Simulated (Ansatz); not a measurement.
# CH7AlB2O2: the cost of one run

All numbers below are computed with Ansatz 0.2.0 (RKS BLYP/6-31G).

### Step 1. Starting point

Bond lengths: O1–B2 1.431 Å, B2–C3 1.582 Å, C3–Al4 2.082 Å, C3–B5 1.591 Å, B5–O6 1.485 Å, O1–H7 0.940 Å, B2–H8 1.190 Å, C3–H9 1.042 Å, Al4–H10 1.605 Å, Al4–H11 1.565 Å, B5–H12 1.160 Å, O6–H13 1.026 Å. Angles (14 of 17 angles, heavy atoms first): O1–B2–C3 119.2°, B2–C3–Al4 109.7°, B2–C3–B5 111.5°, Al4–C3–B5 107.3°, C3–B5–O6 121.6°, O1–B2–H8 121.8°, C3–B2–H8 118.9°, B2–O1–H7 107.9°, B2–C3–H9 110.9°, Al4–C3–H9 108.2°, B5–C3–H9 109.2°, C3–Al4–H10 113.6°, C3–Al4–H11 116.6°, C3–B5–H12 121.0°.

Coordinates:

```xyz
13

O    -2.3398   -1.0615    0.1657
B    -1.1193   -0.4059    0.5232
C    -0.0842   -0.0303   -0.6122
Al    1.6858   -1.0884   -0.3284
B     0.2798    1.5184   -0.5791
O     0.8500    2.1584    0.6331
H    -2.1834   -1.9885    0.1749
H    -0.8362   -0.1819    1.6571
H    -0.4613   -0.2731   -1.5532
H     1.5480   -2.6618   -0.6150
H     2.5448   -0.6943    0.9194
H     0.1171    2.1911   -1.5097
H     0.0191    2.4831    1.1389
```

### Step 2. Relaxing end A

File input.yaml:

```yaml
crystal:
  periodic: [false, false, false]
  atoms:
    - { symbol: O, position_ang: [-2.3398, -1.0615, 0.1657] }
    - { symbol: B, position_ang: [-1.1193, -0.4059, 0.5232] }
    - { symbol: C, position_ang: [-0.0842, -0.0303, -0.6122] }
    - { symbol: Al, position_ang: [1.6858, -1.0884, -0.3284] }
    - { symbol: B, position_ang: [0.2798, 1.5184, -0.5791] }
    - { symbol: O, position_ang: [0.85, 2.1584, 0.6331] }
    - { symbol: H, position_ang: [-2.1834, -1.9885, 0.1749] }
    - { symbol: H, position_ang: [-0.8362, -0.1819, 1.6571] }
    - { symbol: H, position_ang: [-0.4613, -0.2731, -1.5532] }
    - { symbol: H, position_ang: [1.548, -2.6618, -0.615] }
    - { symbol: H, position_ang: [2.5448, -0.6943, 0.9194] }
    - { symbol: H, position_ang: [0.1171, 2.1911, -1.5097] }
    - { symbol: H, position_ang: [0.0191, 2.4831, 1.1389] }
basis:
  gaussian: { orbitals: "6-31G" }
hamiltonian:
  xc: blyp
relax:
  f_tol: 0.015
  max_steps: 40
output:
  orbitals: {}
```

Launch:

```console
$ ansatz run input.yaml --threads 1 --pin off --max-ram 2048MiB --backend cpu --events-out ev --progress --plain --runs-dir out
```

What time and memory should one allow on 1 thread of Arm Neoverse V2, shared host?

About 69 s, with a peak of 0.17 GiB.
